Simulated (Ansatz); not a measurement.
# CuH₂O+ (singlet): wave-function methods side by side, def2-SVP

One table from this session's results is given with a row withheld; the runs are named, their logs left out.

Method: def2-SVP, core rule «outside noble gas», up to 10 orbitals frozen; program: Ansatz 0.2.0, Gaussian basis.

Plan: UHF; CCSD(T) on RHF; CISD; CCSDT(Q) on RHF.

13 further runs of the same task are left out: 6 for a known fault of the program, 3 that didn't finish, 4 set aside as unsound or not needed.

## The system

The geometry is a PBE0/def2-TZVP stationary point (not a proven minimum).

4 atoms, charge 1, spin multiplicity 1.

Atoms are counted from 1 here; the program's logs count them from 0.

Bond lengths: Cu1–O2 1.939 Å, O2–H3 0.964 Å, O2–H4 0.964 Å. Angles: Cu1–O2–H3 125.8°, Cu1–O2–H4 125.8°, H3–O2–H4 108.3°.

Set-up of the first run:

The input, in.yaml:

```yaml
crystal:
  periodic: [false, false, false]
  atoms:
    - {symbol: Cu, position_ang: [0.000000, 0.000000, 0.442212]}
    - {symbol: O, position_ang: [0.000000, 0.000000, -1.496693]}
    - {symbol: H, position_ang: [0.000000, 0.781355, -2.060945]}
    - {symbol: H, position_ang: [0.000000, -0.781354, -2.060945]}
basis:
  gaussian: {orbitals: def2-SVP}
total_charge: 1
magnetization: {spin_polarized: true, initial_magnetization: 0}
hamiltonian: {xc: hf}
output: {orbitals: {seedname: orbitals}}
```

On the command line:

```bash
$ ansatz run in.yaml --threads 1 --pin off --events-out ev --progress --plain --max-ram 2393MiB
```

Among the steps run: UHF; CCSD(T) on RHF; CISD; CCSDT(Q) on RHF.

One table of the session follows, with a row left open; its other results are not shown here.

It belongs to the step «Misses and costs». 

```
   method  from RCCSDT(Q) (kcal/mol)
      RHF                    +295.56
     RMP2                          ?
     CISD                     +29.56
    RCCSD                      +7.40
 RCCSD(T)                      -1.00
   RCCSDT                      -0.75
RCCSDT(Q)                          0
```

**Question.** Estimate the row for RMP2.

**Answer.** from RCCSDT(Q) (kcal/mol): -7.53. In the column «from RCCSDT(Q) (kcal/mol)» it is the lowest.
